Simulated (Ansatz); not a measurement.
# K+ with AlF3: structure and interaction energy, part 2 of 3

Ansatz 0.2.0, Gaussian basis.

## 6. B2PLYP/def2-TZVPPD

The inputs:

ab/in.yaml

```yaml
crystal:
  periodic: [false, false, false]
  atoms:
    - {symbol: K, position_ang: [-0.146897, 0.412493, -3.329891]}
    - {symbol: F, position_ang: [0.103272, -1.642469, 1.413589]}
    - {symbol: Al, position_ang: [0.039684, -0.111368, 0.898832]}
    - {symbol: F, position_ang: [0.037555, 1.247690, 1.774187]}
    - {symbol: F, position_ang: [-0.033514, 0.093655, -0.756716]}
basis:
  gaussian: {orbitals: "def2-TZVPPD.json"}
total_charge: 1
hamiltonian: {xc: {name: B2PLYP}}
```

a/in.yaml

```yaml
crystal:
  periodic: [false, false, false]
  atoms:
    - {symbol: K, position_ang: [-0.146897, 0.412493, -3.329891]}
basis:
  gaussian:
    orbitals: "def2-TZVPPD.json"
    ghost_atoms:
      - {symbol: F, position_ang: [0.103272, -1.642469, 1.413589]}
      - {symbol: Al, position_ang: [0.039684, -0.111368, 0.898832]}
      - {symbol: F, position_ang: [0.037555, 1.247690, 1.774187]}
      - {symbol: F, position_ang: [-0.033514, 0.093655, -0.756716]}
total_charge: 1
hamiltonian: {xc: {name: B2PLYP}}
```

b/in.yaml

```yaml
crystal:
  periodic: [false, false, false]
  atoms:
    - {symbol: F, position_ang: [0.103272, -1.642469, 1.413589]}
    - {symbol: Al, position_ang: [0.039684, -0.111368, 0.898832]}
    - {symbol: F, position_ang: [0.037555, 1.247690, 1.774187]}
    - {symbol: F, position_ang: [-0.033514, 0.093655, -0.756716]}
basis:
  gaussian:
    orbitals: "def2-TZVPPD.json"
    ghost_atoms:
      - {symbol: K, position_ang: [-0.146897, 0.412493, -3.329891]}
hamiltonian: {xc: {name: B2PLYP}}
```

One command serves all of them, each in its own folder.

Command:

```sh
> ansatz run in.yaml --threads 4 --pin off --events-out ev --progress --plain --max-ram 9574MiB
```

Output in ab, shortened:

```text
Functional definition: B2PLYP
  name "B2PLYP"
  cite "Grimme, J. Chem. Phys. 124, 034108 (2006) doi:10.1063/1.2148954"
  cite "Becke, Phys. Rev. A 38, 3098 (1988) doi:10.1103/PhysRevA.38.3098"
  cite "Lee, Yang & Parr, Phys. Rev. B 37, 785 (1988) doi:10.1103/PhysRevB.37.785"
[...]
1387 factors; integrals over basis functions are off by at most 1.1e-3 eV
[...]
mean field -31058.63528251 eV, -1141.3837943331 hartree, gradient 4.5e-6 eV, S^2 0.000000; 0 other end points of the search recorded, 0 dependent functions left out
13 core orbitals not correlated: weight in the atoms' cores, before any rotation towards them, 1.000 or more for the frozen orbitals, at most 0.000 for the correlated occupied ones
reference -31058.63546439 eV, -1141.3838010171 hartree; 16, 16 occupied and 175, 175 virtual orbitals, 1387 factors
second order -31.61845198 eV of doubles, -0.00000000 eV of singles
Total energy: -31067.17244643 eV, -1141.6975293203 hartree
```

a printed, shortened:

```text
[... 5 set-up lines as earlier in the session ...]
[...]
1377 factors; integrals over basis functions are off by at most 1.1e-3 eV
[...]
mean field -16314.67629484 eV, -599.5532953506 hartree, gradient 4.2e-6 eV, S^2 0.000000; 0 other end points of the search recorded, 0 dependent functions left out
5 core orbitals not correlated: weight in the atoms' cores, before any rotation towards them, 1.000 or more for the frozen orbitals, at most 0.000 for the correlated occupied ones
reference -16314.67637107 eV, -599.5532981522 hartree; 4, 4 occupied and 195, 195 virtual orbitals, 1377 factors
second order -4.86203177 eV of doubles, -0.00000000 eV of singles
Total energy: -16315.98911965 eV, -599.6015407726 hartree
```

b printed, shortened:

```text
[... 5 set-up lines as earlier in the session ...]
[...]
1253 factors; integrals over basis functions are off by at most 1.1e-3 eV
[...]
mean field -14743.42223879 eV, -541.8107738249 hartree, gradient 2.6e-6 eV, S^2 0.000000; 0 other end points of the search recorded, 0 dependent functions left out
8 core orbitals not correlated: weight in the atoms' cores, before any rotation towards them, 1.000 or more for the frozen orbitals, at most 0.000 for the correlated occupied ones
reference -14743.42239787 eV, -541.8107796709 hartree; 12, 12 occupied and 184, 184 virtual orbitals, 1253 factors
second order -26.76534669 eV of doubles, -0.00000000 eV of singles
Total energy: -14750.64904147 eV, -542.0763539251 hartree
```

Times: 4.3 s (ab), 2.3 s (a), 3.5 s (b) on 4 threads of Arm Neoverse V1, shared host; peak memory 0.52 GiB.

E(ab) − E(a) − E(b) = -51.55 kJ/mol.

## 7. B97M-V/def2-TZVPPD

Each input of step 6 (ab, a, b) changes in the same lines:

```diff
-hamiltonian: {xc: {name: B2PLYP}}
+hamiltonian: {xc: {name: B97M-V}}
```

The same command starts each run, in its folder.

Command:

```sh
> ansatz run in.yaml --threads 4 --pin off --events-out ev --progress --plain --max-ram 9574MiB
```

Log of ab, shortened:

```text
Functional definition: B97M-V
  name "B97M-V"
  cite "Mardirossian & Head-Gordon, J. Chem. Phys. 142, 074111 (2015) doi:10.1063/1.4907719"
[... 2 set-up lines as earlier in the session ...]
  # Of w^i u^j: cxij and so on, Table III.
[...]
  gx(w, u) = cx00 + cx01*u + cx02*u^2 + (cx10 + cx11*u)*w
[...]
  gos(w, u) = cos00 + cos01*u + cos03*u^3 + cos10*w + cos32*w^3*u^2
[...]
      + integral(e_c_pw_mod_opposite_spin*gos(b97_w_opposite, b97_u_opposite)) + vv10(b, c)
1222 factors; their error is unknown
[...]
mean field -31069.50753216 eV, -1141.7833421384 hartree, gradient 1.5e-5 eV, S^2 0.000000; 0 other end points of the search recorded, 0 dependent functions left out
reference -31069.50761929 eV, -1141.7833453402 hartree; 29, 29 occupied and 175, 175 virtual orbitals, 1222 factors
Total energy: -31069.50761929 eV, -1141.7833453402 hartree
```

a printed, shortened:

```text
[... 5 set-up lines as earlier in the session ...]
  # Of w^i u^j: cxij and so on, Table III.
[...]
  gx(w, u) = cx00 + cx01*u + cx02*u^2 + (cx10 + cx11*u)*w
[...]
  gos(w, u) = cos00 + cos01*u + cos03*u^3 + cos10*w + cos32*w^3*u^2
[...]
      + integral(e_c_pw_mod_opposite_spin*gos(b97_w_opposite, b97_u_opposite)) + vv10(b, c)
1203 factors; their error is unknown
[...]
mean field -16315.86664041 eV, -599.5970397433 hartree, gradient 7.2e-6 eV, S^2 0.000000; 0 other end points of the search recorded, 0 dependent functions left out
reference -16315.86666847 eV, -599.5970407747 hartree; 9, 9 occupied and 195, 195 virtual orbitals, 1203 factors
Total energy: -16315.86666847 eV, -599.5970407747 hartree
```

Output in b, shortened:

```text
[... 5 set-up lines as earlier in the session ...]
  # Of w^i u^j: cxij and so on, Table III.
[...]
  gx(w, u) = cx00 + cx01*u + cx02*u^2 + (cx10 + cx11*u)*w
[...]
  gos(w, u) = cos00 + cos01*u + cos03*u^3 + cos10*w + cos32*w^3*u^2
[...]
      + integral(e_c_pw_mod_opposite_spin*gos(b97_w_opposite, b97_u_opposite)) + vv10(b, c)
1150 factors; their error is unknown
[...]
mean field -14753.09147481 eV, -542.1661116947 hartree, gradient 6.1e-5 eV, S^2 0.000000; 0 other end points of the search recorded, 0 dependent functions left out
reference -14753.09155069 eV, -542.1661144833 hartree; 20, 20 occupied and 184, 184 virtual orbitals, 1150 factors
Total energy: -14753.09155069 eV, -542.1661144833 hartree
```

Times: 8 s (ab), 3.3 s (a), 5.5 s (b) on 4 threads of Arm Neoverse V1, shared host.

Interaction energy, ab − a − b: -53.01 kJ/mol.

## 8. CCSD(T)/def2-TZVPPD

The same edit goes into each in.yaml of step 7 (ab, a, b):

```diff
-hamiltonian: {xc: {name: B97M-V}}
+correlation: {method: ccsd_t}
```

One command serves all of them, each in its own folder.

Command:

```sh
> ansatz run in.yaml --threads 4 --pin off --events-out ev --progress --plain --max-ram 9574MiB
```

Log of ab, shortened:

```text
Functional definition: HF
  name "HF"
  cite "Fock, Z. Phys. 61, 126 (1930) doi:10.1007/BF01340294"
[... 1 set-up line as earlier in the session ...]
[...]
1387 factors; integrals over basis functions are off by at most 1.1e-3 eV
[...]
mean field -31011.26142551 eV, -1139.6428371995 hartree, gradient 1.3e-6 eV, S^2 0.000000; 0 other end points of the search recorded, 0 dependent functions left out
13 core orbitals not correlated: weight in the atoms' cores, before any rotation towards them, 1.000 or more for the frozen orbitals, at most 0.000 for the correlated occupied ones
reference -31011.26142551 eV, -1139.6428371995 hartree; 16, 16 occupied and 175, 175 virtual orbitals, 1387 factors
second order -26.74484159 eV of doubles, -0.00000000 eV of singles
cycle   1  -26.46450528 eV  change    2.8e-1 eV  update   1.0e-1
[...]
cycle   9  -26.99806424 eV  change   -1.8e-6 eV  update   8.6e-6
perturbative correction -0.68373191 eV, -0.0251266841 hartree
Total energy: -31038.94322166 eV, -1140.6601244447 hartree
```

Output in a, shortened:

```text
[... 4 set-up lines as earlier in the session ...]
[...]
1377 factors; integrals over basis functions are off by at most 1.1e-3 eV
[...]
mean field -16299.78752488 eV, -599.0061431464 hartree, gradient 2.5e-6 eV, S^2 0.000000; 0 other end points of the search recorded, 0 dependent functions left out
5 core orbitals not correlated: weight in the atoms' cores, before any rotation towards them, 1.000 or more for the frozen orbitals, at most 0.000 for the correlated occupied ones
reference -16299.78752488 eV, -599.0061431464 hartree; 4, 4 occupied and 195, 195 virtual orbitals, 1377 factors
second order -4.13240790 eV of doubles, -0.00000000 eV of singles
cycle   1  -4.40809327 eV  change   -2.8e-1 eV  update   1.9e-2
[...]
cycle   6  -4.44960273 eV  change   -2.0e-6 eV  update   4.3e-6
perturbative correction -0.04677956 eV, -0.0017191172 hartree
Total energy: -16304.28390717 eV, -599.1713821480 hartree
```

b printed, shortened:

```text
[... 4 set-up lines as earlier in the session ...]
[...]
1253 factors; integrals over basis functions are off by at most 1.1e-3 eV
[...]
mean field -14710.94744019 eV, -540.6173469889 hartree, gradient 3.3e-6 eV, S^2 0.000000; 0 other end points of the search recorded, 0 dependent functions left out
8 core orbitals not correlated: weight in the atoms' cores, before any rotation towards them, 1.000 or more for the frozen orbitals, at most 0.000 for the correlated occupied ones
reference -14710.94744019 eV, -540.6173469889 hartree; 12, 12 occupied and 184, 184 virtual orbitals, 1253 factors
second order -22.60886533 eV of doubles, -0.00000000 eV of singles
cycle   1  -22.04291385 eV  change    5.7e-1 eV  update   1.0e-1
[...]
cycle   9  -22.54085470 eV  change    1.8e-6 eV  update   8.2e-6
perturbative correction -0.63861745 eV, -0.0234687586 hartree
Total energy: -14734.12691235 eV, -541.4691768790 hartree
```

They took 73 s (ab), 9 s (a), 40 s (b) on 4 threads of Arm Neoverse V1, shared host; peak memory 2.8 GiB.

Interaction energy, ab − a − b: -51.37 kJ/mol.

## 9. MP2/def2-QZVPPD

ab/in.yaml: that of step 8 with these lines changed.

```diff
@@ -9,4 +9,4 @@
 basis:
-  gaussian: {orbitals: "def2-TZVPPD.json"}
+  gaussian: {orbitals: "def2-QZVPPD.json"}
 total_charge: 1
-correlation: {method: ccsd_t}
+correlation: {method: mp2}
```

a/in.yaml: that of step 8 with these lines changed.

```diff
@@ -6,3 +6,3 @@
   gaussian:
-    orbitals: "def2-TZVPPD.json"
+    orbitals: "def2-QZVPPD.json"
     ghost_atoms:
@@ -13,2 +13,2 @@
 total_charge: 1
-correlation: {method: ccsd_t}
+correlation: {method: mp2}
```

b/in.yaml: that of step 8 with these lines changed.

```diff
@@ -9,5 +9,5 @@
   gaussian:
-    orbitals: "def2-TZVPPD.json"
+    orbitals: "def2-QZVPPD.json"
     ghost_atoms:
       - {symbol: K, position_ang: [-0.146897, 0.412493, -3.329891]}
-correlation: {method: ccsd_t}
+correlation: {method: mp2}
```

One command serves all of them, each in its own folder.

Command:

```sh
> ansatz run in.yaml --threads 4 --pin off --events-out ev --progress --plain --max-ram 9574MiB
```

ab printed, shortened:

```text
[... 4 set-up lines as earlier in the session ...]
[...]
2061 factors; integrals over basis functions are off by at most 8.4e-4 eV
[...]
mean field -31012.15186671 eV, -1139.6755603100 hartree, gradient 1.7e-6 eV, S^2 0.000000; 0 other end points of the search recorded, 0 dependent functions left out
13 core orbitals not correlated: weight in the atoms' cores, before any rotation towards them, 1.000 or more for the frozen orbitals, at most 0.000 for the correlated occupied ones
reference -31012.15186671 eV, -1139.6755603100 hartree; 16, 16 occupied and 315, 315 virtual orbitals, 2061 factors
second order -30.10647772 eV of doubles, -0.00000000 eV of singles
Total energy: -31042.25834443 eV, -1140.7819529593 hartree
```

Log of a, shortened:

```text
[... 4 set-up lines as earlier in the session ...]
[...]
2049 factors; integrals over basis functions are off by at most 8.5e-4 eV
[...]
mean field -16300.09145216 eV, -599.0173122682 hartree, gradient 1.2e-6 eV, S^2 0.000000; 0 other end points of the search recorded, 0 dependent functions left out
5 core orbitals not correlated: weight in the atoms' cores, before any rotation towards them, 1.000 or more for the frozen orbitals, at most 0.000 for the correlated occupied ones
reference -16300.09145216 eV, -599.0173122682 hartree; 4, 4 occupied and 335, 335 virtual orbitals, 2049 factors
second order -5.43324050 eV of doubles, -0.00000000 eV of singles
Total energy: -16305.52469267 eV, -599.2169801740 hartree
```

Output in b, shortened:

```text
[... 4 set-up lines as earlier in the session ...]
[...]
2053 factors; integrals over basis functions are off by at most 8.4e-4 eV
[...]
mean field -14711.52897591 eV, -540.6387180321 hartree, gradient 1.7e-6 eV, S^2 0.000000; 0 other end points of the search recorded, 0 dependent functions left out
8 core orbitals not correlated: weight in the atoms' cores, before any rotation towards them, 1.000 or more for the frozen orbitals, at most 0.000 for the correlated occupied ones
reference -14711.52897591 eV, -540.6387180321 hartree; 12, 12 occupied and 324, 324 virtual orbitals, 2053 factors
second order -24.65803566 eV of doubles, -0.00000000 eV of singles
Total energy: -14736.18701157 eV, -541.5448841289 hartree
```

Times: 9 s (ab), 4.7 s (a), 7 s (b) on 4 threads of Arm Neoverse V1, shared host; peak memory 1.3 GiB.

Interaction energy, ab − a − b: -52.74 kJ/mol.

## 10. Hartree-Fock/STO-3G

ab/in.yaml: that of step 9 with these lines changed.

```diff
@@ -9,4 +9,4 @@
 basis:
-  gaussian: {orbitals: "def2-QZVPPD.json"}
+  gaussian: {orbitals: STO-3G}
 total_charge: 1
-correlation: {method: mp2}
+hamiltonian: {xc: hf}
```

a/in.yaml: that of step 9 with these lines changed.

```diff
@@ -6,3 +6,3 @@
   gaussian:
-    orbitals: "def2-QZVPPD.json"
+    orbitals: STO-3G
     ghost_atoms:
@@ -13,2 +13,2 @@
 total_charge: 1
-correlation: {method: mp2}
+hamiltonian: {xc: hf}
```

b/in.yaml: that of step 9 with these lines changed.

```diff
@@ -9,5 +9,5 @@
   gaussian:
-    orbitals: "def2-QZVPPD.json"
+    orbitals: STO-3G
     ghost_atoms:
       - {symbol: K, position_ang: [-0.146897, 0.412493, -3.329891]}
-correlation: {method: mp2}
+hamiltonian: {xc: hf}
```

The same command starts each run, in its folder.

Command:

```sh
> ansatz run in.yaml --threads 4 --pin off --events-out ev --progress --plain --max-ram 9574MiB
```

Output in ab, shortened:

```text
[... 4 set-up lines as earlier in the session ...]
[...]
474 factors; integrals over basis functions are off by at most 8.8e-5 eV
[...]
mean field -30648.41947120 eV, -1126.3086413218 hartree, gradient 1.8e-5 eV, S^2 0.000000; 0 other end points of the search recorded, 0 dependent functions left out
reference -30648.41947120 eV, -1126.3086413218 hartree; 29, 29 occupied and 8, 8 virtual orbitals, 474 factors
Total energy: -30648.41947120 eV, -1126.3086413218 hartree
```

a printed, shortened:

```text
[... 4 set-up lines as earlier in the session ...]
[...]
374 factors; integrals over basis functions are off by at most 1.9e-3 eV
[...]
mean field -16136.62009708 eV, -593.0098507736 hartree, gradient 1.5e-5 eV, S^2 0.000000; 0 other end points of the search recorded, 0 dependent functions left out
reference -16136.62009708 eV, -593.0098507736 hartree; 9, 9 occupied and 28, 28 virtual orbitals, 374 factors
Total energy: -16136.62009708 eV, -593.0098507736 hartree
```

Log of b, shortened:

```text
[... 4 set-up lines as earlier in the session ...]
[...]
419 factors; integrals over basis functions are off by at most 2.1e-3 eV
[...]
mean field -14511.18662068 eV, -533.2762722746 hartree, gradient 6.2e-5 eV, S^2 0.000000; 0 other end points of the search recorded, 0 dependent functions left out
reference -14511.18662068 eV, -533.2762722746 hartree; 20, 20 occupied and 17, 17 virtual orbitals, 419 factors
Total energy: -14511.18662068 eV, -533.2762722746 hartree
```

They took 0.1 s (ab), 0.1 s (a), 0.1 s (b) on 4 threads of Arm Neoverse V1, shared host.

E(ab) − E(a) − E(b) = -59.12 kJ/mol.

## 11. SPW92/def2-SVP

ab/in.yaml: that of step 10 with these lines changed.

```diff
@@ -9,4 +9,4 @@
 basis:
-  gaussian: {orbitals: STO-3G}
+  gaussian: {orbitals: def2-SVP}
 total_charge: 1
-hamiltonian: {xc: hf}
+hamiltonian: {xc: lda}
```

a/in.yaml: that of step 10 with these lines changed.

```diff
@@ -6,3 +6,3 @@
   gaussian:
-    orbitals: STO-3G
+    orbitals: def2-SVP
     ghost_atoms:
@@ -13,2 +13,2 @@
 total_charge: 1
-hamiltonian: {xc: hf}
+hamiltonian: {xc: lda}
```

b/in.yaml: that of step 10 with these lines changed.

```diff
@@ -9,5 +9,5 @@
   gaussian:
-    orbitals: STO-3G
+    orbitals: def2-SVP
     ghost_atoms:
       - {symbol: K, position_ang: [-0.146897, 0.412493, -3.329891]}
-hamiltonian: {xc: hf}
+hamiltonian: {xc: lda}
```

One command serves all of them, each in its own folder.

Command:

```sh
> ansatz run in.yaml --threads 4 --pin off --events-out ev --progress --plain --max-ram 9574MiB
```

Output in ab, shortened:

```text
Functional definition: SPW92
  name "SPW92"
  cite "Dirac, Proc. Camb. Phil. Soc. 26, 376 (1930) doi:10.1017/S0305004100016108"
  cite "Slater, Phys. Rev. 81, 385 (1951) doi:10.1103/PhysRev.81.385"
  cite "Perdew & Wang, Phys. Rev. B 45, 13244 (1992) doi:10.1103/PhysRevB.45.13244"
[...]
913 factors; their error is unknown
[...]
mean field -30935.37660621 eV, -1136.8541215267 hartree, gradient 6.3e-5 eV, S^2 0.000000; 0 other end points of the search recorded, 0 dependent functions left out
reference -30935.37670457 eV, -1136.8541251413 hartree; 29, 29 occupied and 55, 55 virtual orbitals, 913 factors
Total energy: -30935.37670457 eV, -1136.8541251413 hartree
```

Output in a, shortened:

```text
[... 5 set-up lines as earlier in the session ...]
[...]
747 factors; their error is unknown
[...]
mean field -16270.42198110 eV, -597.9269793174 hartree, gradient 5.1e-7 eV, S^2 0.000000; 0 other end points of the search recorded, 0 dependent functions left out
reference -16270.42199717 eV, -597.9269799080 hartree; 9, 9 occupied and 75, 75 virtual orbitals, 747 factors
Total energy: -16270.42199717 eV, -597.9269799080 hartree
```

b printed, shortened:

```text
[... 5 set-up lines as earlier in the session ...]
[...]
819 factors; their error is unknown
[...]
mean field -14664.31680137 eV, -538.9037026193 hartree, gradient 4.1e-5 eV, S^2 0.000000; 0 other end points of the search recorded, 0 dependent functions left out
reference -14664.31690117 eV, -538.9037062868 hartree; 20, 20 occupied and 64, 64 virtual orbitals, 819 factors
Total energy: -14664.31690117 eV, -538.9037062868 hartree
```

Wall times: 0.4 s (ab), 0.3 s (a), 0.4 s (b) on 4 threads of Arm Neoverse V1, shared host.

Interaction energy, ab − a − b: -61.54 kJ/mol.

## 12. wB97M-V/def2-SVP

The same edit goes into each in.yaml of step 11 (ab, a, b):

```diff
-hamiltonian: {xc: lda}
+hamiltonian: {xc: {name: wB97M-V}}
```

The same command starts each run, in its folder.

Command:

```sh
> ansatz run in.yaml --threads 4 --pin off --events-out ev --progress --plain --max-ram 9574MiB
```

Log of ab, shortened:

```text
[... 5 set-up lines as earlier in the session ...]
  # Of w^i u^j: cxij and so on, Table III.
[...]
  gx(w, u) = 1 - cx + cx01*u + cx10*w
[...]
766 factors; integrals over basis functions are off by at most 5.5e-4 eV
220 factors; integrals over basis functions are off by at most 1.3e-4 eV
[...]
mean field -31060.40301237 eV, -1141.4487572073 hartree, gradient 4.3e-5 eV, S^2 0.000000; 0 other end points of the search recorded, 0 dependent functions left out
reference -31060.40312498 eV, -1141.4487613456 hartree; 29, 29 occupied and 55, 55 virtual orbitals, 766 factors
Total energy: -31060.40312498 eV, -1141.4487613456 hartree
```

Output in a, shortened:

```text
[... 5 set-up lines as earlier in the session ...]
  # Of w^i u^j: cxij and so on, Table III.
[...]
  gx(w, u) = 1 - cx + cx01*u + cx10*w
[...]
      + integral(e_c_pw_mod_opposite_spin*gos(b97_w_opposite, b97_u_opposite)) + vv10(b, c)
747 factors; their error is unknown
170 factors; integrals over basis functions are off by at most 1.7e-4 eV
[...]
mean field -16317.28293130 eV, -599.6490874735 hartree, gradient 2.3e-5 eV, S^2 0.000000; 0 other end points of the search recorded, 0 dependent functions left out
reference -16317.28295087 eV, -599.6490881929 hartree; 9, 9 occupied and 75, 75 virtual orbitals, 747 factors
Total energy: -16317.28295087 eV, -599.6490881929 hartree
```

Log of b, shortened:

```text
[... 5 set-up lines as earlier in the session ...]
  # Of w^i u^j: cxij and so on, Table III.
[...]
  gx(w, u) = 1 - cx + cx01*u + cx10*w
[...]
      + integral(e_c_pw_mod_opposite_spin*gos(b97_w_opposite, b97_u_opposite)) + vv10(b, c)
833 factors; their error is unknown
182 factors; integrals over basis functions are off by at most 6.4e-5 eV
[...]
mean field -14742.51286626 eV, -541.7773550007 hartree, gradient 4.1e-5 eV, S^2 0.000000; 0 other end points of the search recorded, 0 dependent functions left out
reference -14742.51298463 eV, -541.7773593511 hartree; 20, 20 occupied and 64, 64 virtual orbitals, 833 factors
Total energy: -14742.51298463 eV, -541.7773593511 hartree
```

Times: 4.3 s (ab), 2.2 s (a), 4.9 s (b) on 4 threads of Arm Neoverse V1, shared host.

Interaction energy, ab − a − b: -58.58 kJ/mol.

(Part 2 of 3 ends here.)
